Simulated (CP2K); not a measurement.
## MgB: equation of state with LDA

The system is MgB.

```
CELL_PARAMETERS angstrom
2.89515 0.00000 0.00000
0.00000 2.89515 0.00000
0.00000 0.00000 2.89515
ATOMIC_POSITIONS crystal
Mg 0.00000 0.00000 0.00000
B 0.50000 0.50000 0.50000
```

The cell was built by a generator and needn't be a form met in nature.

| Quantity | Value |
| --- | --- |
| Program | CP2K 2026.2 |
| Task | equation of state |
| Functional | LDA |
| Potentials or basis | GTH_POTENTIALS Mg GTH-PADE-q10, B GTH-PADE-q3; TZVP-MOLOPT-PBE-GTH basis |
| Density cutoff | 19048 eV |
| k mesh | 9 × 9 × 9 |
| Occupations | fermi-dirac, width 0.1 eV |
| Spin | no spin polarisation |
| SCF solver | diagonalisation with k points |
| Quickstep method | GPW |
| EPS_DEFAULT | 1.0E-9 |
| EPS_SCF | 1.0E-6 |
| MAX_SCF | 100 |
| SCF_GUESS | ATOMIC |
| k points reduced by the point group | yes |
| Mesh centred on Gamma | yes |
| CHOLESKY | OFF |
| EPS_EIGVAL | 1.0E-7 |
| MIXING METHOD | BROYDEN_MIXING |
| MIXING ALPHA | 0.4 |
| NBUFFER | 8 |
| NGRIDS | 5 |
| Basis sets | Mg TZVP-MOLOPT-PBE-GTH-q10, B TZVP-MOLOPT-PBE-GTH-q3 |
| Potentials | Mg GTH-PADE-q10 of GTH_POTENTIALS, B GTH-PADE-q3 of GTH_POTENTIALS |
| ADDED_MOS | [10] |
| REL_CUTOFF (Ry) | 60 Ry |
| MIXING BETA (1/bohr) | 1.5 1/bohr |
| CUTOFF of the grids | 1400 Ry |

```yaml
Equilibrium_volume: "11.77 Å³/atom (rough: see the caveat)"
Bulk_modulus: 80 GPa (rough)
```

Energy against volume, from the lowest point:
```
volume (Å³/atom)  energy (meV/atom)
          11.405               2.57
          11.648               0.10
          11.891               0.00
          12.133               2.53
          12.376               7.28
          12.619              14.45
          12.861              23.58
```

All runs of the series together: 120 s on 1 thread of Arm Neoverse V1, on a shared host.

Caveat: the fit is doubtful: noisy points or a state that changes with volume; the basis of atomic orbitals isn't converged, which shifts pressures, moduli and gaps.
